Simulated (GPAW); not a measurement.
AlSn:

```
Sn Al
1.0
     4.19811    0.00000    0.00000
    -2.09905    3.63567    0.00000
     0.00000    0.00000    3.30685
Sn Al
1 1
Direct
  0.00000 0.00000 0.50000
  0.66667 0.33333 0.00000
```

The cell comes from a database or a generator and needn't be the stable form of this composition.

The cell isn't the ideal one: the cell as VASP's run set it.

Base run:

| Item | Value |
| --- | --- |
| Program | GPAW 26.7.0 |
| Functional | PBEsol |
| Potentials or basis | PAW data sets generated in the run's folder for this functional |
| Cutoff | 600 eV |
| Basis | pw |
| k mesh | 7 × 7 × 8 |
| Occupations | gaussian, width 0.02 eV |
| Spin | no spin polarisation |

Its results: band gap on the k mesh none (metal or under the smearing width); pressure -1.9 GPa.

Q: The run is repeated on the same cell with these changes: functional from PBEsol to RPBE; potentials or basis from PAW data sets generated in the run's folder for this functional to the program's PAW data sets (release 1.2.1) made for this functional. What comes out?

A: Band gap on the k mesh none (metal or under the smearing width); pressure 1.4 GPa.
